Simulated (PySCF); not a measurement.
# RuNOH: relaxation and vibrations of the singlet

The task is one start of a wider search on RuNOH: the singlet, from a linear start. It is relaxed, tested by its Hessian and followed downhill if it is a saddle.

Method: PBE0, basis Ru def2-TZVP with ECP28, N def2-TZVP, O def2-TZVP, H def2-TZVP, scalar-relativistic core potentials, no spin–orbit coupling, density fitting; program: PySCF 2.14.0.

## (1) Where the work starts

4 atoms, charge 0, spin multiplicity 1.

Bond lengths: Ru1–N2 1.740 Å, Ru1–O3 1.880 Å, O3–H4 0.960 Å. Angles: N2–Ru1–O3 180.0°, Ru1–O3–H4 130.0°.

```xyz
4
charge 0 multiplicity 1
Ru    0.0000    0.0000    0.0000
N     0.0000    0.0000    1.7400
O     0.0000    0.0000   -1.8800
H     0.7354    0.0000   -2.4971
```

## (2) The SCF at the typed geometry

One driver script runs all steps and calls PySCF; scf.py shows how it sets up the SCF of each step. The optimiser is the driver's own. After this first run the driver tries any further starts and a stability analysis.

File scf.py:

```python
from pyscf import gto, scf, dft
mol = gto.M(atom='''
Ru     0.000000     0.000000     0.000000
N      0.000000     0.000000     1.740000
O      0.000000     0.000000    -1.880000
H      0.735400     0.000000    -2.497100''',
    basis={'Ru': 'def2-TZVP', 'N': 'def2-TZVP', 'O': 'def2-TZVP', 'H': 'def2-TZVP'},
    ecp={'Ru': 'def2-TZVP'},
    charge=0, spin=0)
mf = dft.RKS(mol, xc='PBE0')
mf.grids.atom_grid = (50, 194)
aux = {'Ru': 'def2-universal-JKFIT', 'N': 'def2-universal-JKFIT', 'O': 'def2-universal-JKFIT', 'H': 'def2-universal-JKFIT'}
mf = mf.density_fit(auxbasis=aux)
mf.conv_tol = 1e-08
mf.diis_space = 10
mf.max_cycle = 60
mf.init_guess = 'minao'
mf.verbose = 4
mf.kernel()
```

Launch:

```sh
$ OMP_NUM_THREADS=4 python axn.py task.json out
```

The log of the run (excerpt; [...] marks lines left out):

```text
[... the frontier levels of the middle cycles are left out ...]
init E= -217.348666902156
  HOMO = -0.624522731865358  LUMO = -0.472503435724074  gap/eV = 4.13666
cycle= 1 E= -223.847803083757  delta_E= -6.5  |g|= 2.77  |ddm|= 4.65
  HOMO = 0.0722147439000516  LUMO = 0.122146182563603  gap/eV = 1.35870
cycle= 2 E= -204.780188143495  delta_E= 19.1  |g|= 7.09  |ddm|= 19.6
  HOMO = -0.285255718184714  LUMO = -0.2038072395626  gap/eV = 2.21633
cycle= 3 E= -225.174099952767  delta_E= -20.4  |g|= 0.75  |ddm|= 19.6
cycle= 4 E= -224.556346483185  delta_E= 0.618  |g|= 1.92  |ddm|= 1.26
cycle= 5 E= -225.27758790587  delta_E= -0.721  |g|= 0.271  |ddm|= 0.911
cycle= 6 E= -225.284057199296  delta_E= -0.00647  |g|= 0.198  |ddm|= 0.184
cycle= 7 E= -225.291149721443  delta_E= -0.00709  |g|= 0.0621  |ddm|= 0.0665
cycle= 8 E= -225.291648721202  delta_E= -0.000499  |g|= 0.0348  |ddm|= 0.0201
cycle= 9 E= -225.29187924605  delta_E= -0.000231  |g|= 0.00399  |ddm|= 0.0135
cycle= 10 E= -225.291882174496  delta_E= -2.93e-06  |g|= 0.000813  |ddm|= 0.00185
cycle= 11 E= -225.291882330905  delta_E= -1.56e-07  |g|= 5.42e-05  |ddm|= 0.000523
cycle= 12 E= -225.291882333035  delta_E= -2.13e-09  |g|= 1.48e-05  |ddm|= 9.81e-05
  HOMO = -0.255274498877693  LUMO = -0.133250870274487  gap/eV = 3.32043
Extra cycle  E= -225.291882333333  delta_E= -2.98e-10  |g|= 1.71e-05  |ddm|= 4.46e-05
converged SCF energy = -225.291882333333
```

This step, with its further starts and checks, took 5.4 s on 4 threads of Arm Neoverse V1, shared host.

Energies from each starting density:

```tsv
start	energy (Eh)
the minimal-basis guess	-225.291882
a thermally smeared density	-225.291882
a smeared PBE density	-225.291882
```

The test of internal stability and the other starts found no lower closed-shell solution.

## (3) Relaxation: linear start, singlet

The program finds Cs symmetry in the start, which this walk keeps. Threshold on the gradient: 0.0003 Eh/bohr, with a further test on the energy change.

Edit scf.py of step 2 so:

```diff
@@ -3,4 +3,4 @@
-Ru     0.000000     0.000000     0.000000
-N      0.000000     0.000000     1.740000
-O      0.000000     0.000000    -1.880000
-H      0.735400     0.000000    -2.497100''',
+Ru    -0.005576     0.000000     0.061859
+N     -0.005576     0.000000     1.801859
+O     -0.005576     0.000000    -1.818141
+H      0.729824     0.000000    -2.435241''',
@@ -17 +16,0 @@
-mf.init_guess = 'minao'
```

Steps of the walk:

```tsv
step	energy (Eh)	change (kJ/mol)	largest symmetric gradient (Eh/bohr)
0	-225.291882	0.00	0.16474
1	-225.324038	-84.42	0.02928
2	-225.326876	-91.88	0.01323
3	-225.328929	-97.27	0.02840
4	-225.330024	-100.14	0.01165
5	-225.330749	-102.04	0.00206
6	-225.330771	-102.10	0.00153
7	-225.330805	-102.19	0.00249
8	-225.330950	-102.57	0.00720
9	-225.330995	-102.69	0.00323
10	-225.330996	-102.69	0.00244
11	-225.331007	-102.72	0.00021
12	-225.331007	-102.72	0.00019
```

The walk took 15 s.

Positions (Å) and forces (eV/Å) along the way:

```
step 0
Ru  -0.006   0.000   0.062  -0.632   0.000   8.471
N   -0.006   0.000   1.802   0.233   0.000  -7.771
O   -0.006   0.000  -1.818   0.682   0.000  -0.470
H    0.730   0.000  -2.435  -0.284   0.000  -0.231
step 1
Ru  -0.026   0.000   0.135  -0.901   0.000  -0.734
N    0.007   0.000   1.673   0.398   0.000   1.506
O    0.010   0.000  -1.779   0.773   0.000  -0.492
H    0.722   0.000  -2.419  -0.270   0.000  -0.280
step 6
Ru  -0.208   0.000   0.143  -0.024   0.000   0.037
N    0.102   0.000   1.665   0.023   0.000  -0.031
O    0.093   0.000  -1.743  -0.078   0.000   0.014
H    0.727   0.000  -2.455   0.079   0.000  -0.019
step 12
Ru  -0.265   0.000   0.125  -0.002   0.000  -0.003
N    0.161   0.000   1.619   0.002   0.000   0.004
O    0.039   0.000  -1.764   0.010   0.000  -0.009
H    0.778   0.000  -2.370  -0.009   0.000   0.009
```

End point (Cs, 12 steps, 102.7 kJ/mol gained): O–H 0.956 Å, Ru–N 1.553 Å, Ru–O 1.913 Å; H–O–Ru 138.5°, N–Ru–O 155.0°.

## (4) Hessian and properties

The point is checked on the finer grid, and tightened if its gradient asks for it. The Hessian and the dipole derivatives come from central differences of analytic gradients, with steps of 0.02 bohr.

Edit scf.py of step 3 so:

```diff
@@ -3,4 +3,4 @@
-Ru    -0.005576     0.000000     0.061859
-N     -0.005576     0.000000     1.801859
-O     -0.005576     0.000000    -1.818141
-H      0.729824     0.000000    -2.435241''',
+Ru    -0.089316     0.000000     0.088883
+N      0.335946     0.000000     1.582331
+O      0.214634     0.000000    -1.800356
+H      0.952954     0.000000    -2.406732''',
@@ -11 +11 @@
-mf.grids.atom_grid = (50, 194)
+mf.grids.atom_grid = (75, 302)
@@ -14 +14 @@
-mf.conv_tol = 1e-08
+mf.conv_tol = 1e-10
```

This SCF starts from the last density.

SCF at the final geometry:

```text
init E= -225.330991358208
  HOMO = -0.241288387952857  LUMO = -0.113606333930576  gap/eV = 3.47441
cycle= 1 E= -225.330991358198  delta_E= 1.04e-11  |g|= 8.3e-06  |ddm|= 8.33e-06
  HOMO = -0.241289635469584  LUMO = -0.113607389527846  gap/eV = 3.47441
Extra cycle  E= -225.330991358126  delta_E= 7.19e-11  |g|= 2.09e-05  |ddm|= 1.58e-05
converged SCF energy = -225.330991358126
```

The whole step took 32 s.

Geometry: Cs; O–H 0.955 Å, Ru–N 1.553 Å, Ru–O 1.914 Å; H–O–Ru 138.5°, N–Ru–O 155.0°.

Harmonic modes (main isotopes):

| symmetry | ω (cm⁻¹) | IR (km/mol) |
| --- | --- | --- |
| a' | 144 | 16.4 |
| a'' | 412 | 132 |
| a' | 545 | 203 |
| a' | 665 | 78.6 |
| a' | 1261 | 138 |
| a' | 3955 | 138 |

All wavenumbers are real: a minimum.

Constants and moments:

- Dipole moment: 0.64 D
- Highest occupied level: -6.57 eV
- Lowest empty level: -3.09 eV
- Rotational constants: 4.207, 0.1801, 0.1727 cm⁻¹
- Zero-point energy: 41.8 kJ/mol
- Principal polarisabilities: 27.3, 28.6, 56.8 bohr³
- Atomisation energy without zero-point energy: 1242 kJ/mol
- Principal traceless quadrupole moments about the centre of mass: -7.08, 0.40, 6.69 D Å
- Entropy at 298.15 K and 1 bar: 281.3 J/(mol K)
- Heat capacity Cp at 298.15 K: 56.6 J/(mol K)
- Enthalpy at 298.15 K above 0 K: 13.29 kJ/mol
- Rotational symmetry number: 1

Populations by atom (charges in e):

```json
{"atom": "Ru1", "Mulliken": "0.95", "Löwdin": "0.43", "polar tensor": "1.36", "Mayer order to Ru1": "–"}
{"atom": "N2", "Mulliken": "-0.46", "Löwdin": "-0.16", "polar tensor": "-0.66", "Mayer order to Ru1": "2.76"}
{"atom": "O3", "Mulliken": "-0.81", "Löwdin": "-0.42", "polar tensor": "-1.00", "Mayer order to Ru1": "0.72"}
{"atom": "H4", "Mulliken": "0.32", "Löwdin": "0.15", "polar tensor": "0.30", "Mayer order to Ru1": "0.02"}
```

Mulliken populations on Ru1 (outside its core potential): s 2.15, p 6.09, d 6.79, f 0.03.

## (5) Stability of the closed shell

At the lowest minimum the closed shell is tested against spin polarisation, on the (50, 194) grid. It is stable.

## (6) Results

| quantity | value |
| --- | --- |
| minimum | singlet, Cs |
| geometry | O–H 0.955 Å, Ru–N 1.553 Å, Ru–O 1.914 Å; H–O–Ru 138.5°, N–Ru–O 155.0° |
| wavenumbers (cm⁻¹) | 144 (a'), 412 (a''), 545 (a'), 665 (a'), 1261 (a'), 3955 (a') |
| dipole moment | 0.64 D |
| highest occupied, lowest empty level | -6.57, -3.09 eV |
| polar-tensor charge of Ru1 | +1.36 e |
| zero-point energy | 41.8 kJ/mol |
| entropy at 298.15 K | 281.3 J/(mol K) |
| atomisation energy (no zero-point energy) | 1242 kJ/mol |

The molecule stays Cs, as typed, and the end point is a minimum. The strongest infrared band lies at 545 cm⁻¹ (a'). Other starts or spin states, not run here, may lie lower.

The search up to here took 54 s on 4 threads of Arm Neoverse V1, shared host.
